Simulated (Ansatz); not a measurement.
# PbO: the cost of one run

Computed with Ansatz 0.2.0 (DFT PBEsol, scalar-relativistic, plane waves, PAW, unless a step's input says otherwise).

1 further run of the same task is left out (it didn't finish).

## (1) The starting structure

Symmetry: P4/nmm, No. 129, tetragonal system. The conventional cell has a = 3.978 Å, b = 3.978 Å, c = 5.013 Å, α = 90.00°, β = 90.00°, γ = 90.00°. Pb (site symmetry 4mm) has 4 O at 2.32 Å as nearest neighbours. Around O (site symmetry -4m2) lie 4 Pb at 2.32 Å.

As a file:

```
CELL_PARAMETERS angstrom
3.97808 0.00000 0.00000
0.00000 3.97808 0.00000
0.00000 0.00000 5.01271
ATOMIC_POSITIONS crystal
Pb 0.50000 0.00000 0.23680
Pb 0.00000 0.50000 0.76320
O 0.00000 0.00000 0.00000
O 0.50000 0.50000 0.00000
```

(A quick probe on a coarse mesh, which set the mesh and smearing, is not shown.)

## (3) Full relaxation

input.yaml reads:

```yaml
crystal:
  lattice:
    - [3.9780804971, 0.0, 0.0]
    - [0.0, 3.9780804971, 0.0]
    - [0.0, 0.0, 5.0127125567]
  atoms:
    - { symbol: Pb, position: [0.5, 0.0, 0.2368] }
    - { symbol: Pb, position: [0.0, 0.5, 0.7632] }
    - { symbol: O, position: [0.0, 0.0, 0.0] }
    - { symbol: O, position: [0.5, 0.5, 0.0] }
basis:
  ecutwfc: 420
kpoints:
  mp_grid: { grid: [8, 8, 6] }
hamiltonian:
  xc: pbesol
scf:
  occupations: { method: gaussian, width: 0.02 }
output:
  forces: true
  stress: true
  eigenvalues: true
  write_density: true
  write_potential: true
  elf: true
  volumetric_format: npy
relax:
  adjacent_minimum: "off"
  f_tol: 0.005
  max_steps: 80
  cell: { stress_tol: 0.05 }
```

Command:

```bash
> ansatz run input.yaml --threads 2 --pin off --max-ram 5632MiB --backend cpu --events-out ev --progress --plain --runs-dir out
```

What time and memory should one allow on 2 threads of Arm Neoverse V1, shared host?

About 33 s, with a peak of 0.41 GiB.
